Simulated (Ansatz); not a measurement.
From input file to script: BaCd2As2, space group P-3m1 in Ansatz 0.2.0.

```yaml
crystal:
  lattice:
    - [4.560451, 0.0, 0.0]
    - [-2.280225, 3.949466, 0.0]
    - [0.0, 0.0, 7.756288]
  atoms:
    - { symbol: Ba, position: [0.0, 0.0, 0.0] }
    - { symbol: Cd, position: [0.6666666666666666, 0.3333333333333333, 0.371004] }
    - { symbol: Cd, position: [0.3333333333333333, 0.6666666666666666, 0.628996] }
    - { symbol: As, position: [0.6666666666666666, 0.3333333333333333, 0.735162] }
    - { symbol: As, position: [0.3333333333333333, 0.6666666666666666, 0.264838] }
basis:
  ecutwfc: 380.0
kpoints:
  mp_grid:
    grid: [3, 3, 2]
  band_path:
    path:
      - [0.0, 0.0, 0.0]
      - [0.5, 0.0, 0.0]
      - [0.33333, 0.33333, 0.0]
      - [0.0, 0.0, 0.0]
      - [0.0, 0.0, 0.5]
      - [0.5, 0.0, 0.5]
    npoints: 8
hamiltonian:
  xc: r2scan
  dispersion: d4
scf:
  max_iter: 200
  n_extra_bands: 6
  occupations:
    method: fixed
```

Script `bacd2as2_bands.py`:
```python
import argparse
import warnings

import ansatz as az
import numpy as np

parser = argparse.ArgumentParser(description='Band structure of BaCd2As2.')
parser.add_argument('--ecut', type=float, default=380.0, help='basis')
parser.add_argument('--occupations', required=True, help='how the bands are filled')
parser.add_argument('--max-scf', type=int, required=True, help='most SCF iterations')
parser.add_argument('--n-empty', type=int, default=6, help='empty bands')
parser.add_argument('--kmesh', type=int, nargs=3, default=[3, 3, 2], help='k-point sampling')
parser.add_argument('--functional', default='r2SCAN', help='exchange-correlation functional')
parser.add_argument('--dispersion', required=True, help='dispersion correction')
args = parser.parse_args()

warnings.simplefilter('ignore', az.DeckWarning)

system = (
    az.Lattice.of((4.560451, 0.0, 0.0), (-2.280225, 3.949466, 0.0), (0.0, 0.0, 7.756288))
    .atom('Ba', (0.0, 0.0, 0.0))
    .atom('Cd', (2 / 3, 1 / 3, 0.371004))
    .atom('Cd', (1 / 3, 2 / 3, 0.628996))
    .atom('As', (2 / 3, 1 / 3, 0.735162))
    .atom('As', (1 / 3, 2 / 3, 0.264838))
)

path = [
    ('G', (0.0, 0.0, 0.0)),
    ('M', (0.5, 0.0, 0.0)),
    ('K', (0.33333, 0.33333, 0.0)),
    ('G', (0.0, 0.0, 0.0)),
    ('A', (0.0, 0.0, 0.5)),
    ('L', (0.5, 0.0, 0.5)),
]
calculation = (
    system.calculation()
    .basis(args.ecut)
    .occupations(args.occupations)
    .scf(max_iterations=args.max_scf, extra_bands=args.n_empty)
    .kpoints(*args.kmesh)
    .functional(args.functional, dispersion=args.dispersion)
    .band_structure([point for _, point in path], intervals=8)
    .scf(extra_bands=args.n_empty)
)
planned = calculation.session().plan(threads=1)
facts = planned.describe()
print('plan:', facts['n_bands'], 'bands,', len(facts['kpoints_frac']), 'k-points, plane waves', facts['n_pw_range'], 'grid', facts['fft_dense'])
done = planned.execute()
data = done.report

n_atoms = len(data['lattice']['sites'])
print('F =', round(data['free_energy_ev'], 4), 'eV for', n_atoms, 'atoms')
print('E(sigma -> 0) =', round(data['energy_sigma0_ev'], 4), 'eV, TS =', round(data['entropy_ts_ev'], 5), 'eV')
print('closed by', data['closed_by'], 'after', data['n_iterations'], 'iterations')

bands = done.band_structure()
fermi = bands.fermi_energy_ev
print(f'zero of the bands: {fermi:.3f} eV, the Fermi level found on the SCF mesh')
for spin, channel in enumerate(bands.channels):
    print('channel', spin, '- computed levels within 4 eV of the Fermi level')
    for i, (label, _) in enumerate(path):
        levels = channel.eigenvalues_ev[i * 8] - fermi
        print(f'  {label:3s}', ' '.join(f'{e:7.3f}' for e in levels if abs(e) < 4))
```

Running `python bacd2as2_bands.py --occupations Fixed --max-scf 200 --dispersion d4` prints:
```text
plan: 46 bands, 6 k-points, plane waves [2338, 2371] grid [30, 30, 50]
F = -32234.2916 eV for 5 atoms
E(sigma -> 0) = -32234.2916 eV, TS = 0.0 eV
closed by deck_thresholds after 7 iterations
zero of the bands: 9.633 eV, the Fermi level found on the SCF mesh
channel 0 - computed levels within 4 eV of the Fermi level
  G    -1.128  -1.128  -0.103   0.000   0.000   0.673   0.758   2.341   3.126   3.126   3.781
  M    -3.857  -1.942  -1.789  -1.775  -1.250   1.231   3.090   3.149
  K    -3.284  -1.615  -1.615  -1.375   3.032   3.032   3.637   3.661   3.661
  G    -1.128  -1.128  -0.103   0.000   0.000   0.673   0.758   2.341   3.126   3.126   3.781
  A    -3.662  -1.514  -0.677  -0.677  -0.651  -0.651   0.665   1.816   3.080   3.080   3.553
  L    -2.310  -2.150  -0.742  -0.733   1.400   2.144   2.442   3.387
```

Reading the output:
- These settings explore the input space; cutoff and mesh may be short of convergence.
- The cutoff lies under the one recommended for these potentials.
- The computed bands are complete only to about 3.8 eV above the Fermi level.
- This cell is a computed structure, which may not be the phase found in nature.
- Levels are Kohn-Sham eigenvalues on this mesh, without spin-orbit coupling.
- The script silences the warnings on its input, which a real study should read.
- Finished in 13 s on 1 thread of Arm Neoverse V1, on a shared host, peak memory 0.58 GiB.

(A comment or docstring line of the script was reworded after the run, the code is as it ran; lines on the test bed's own set-up are left out of the output.)
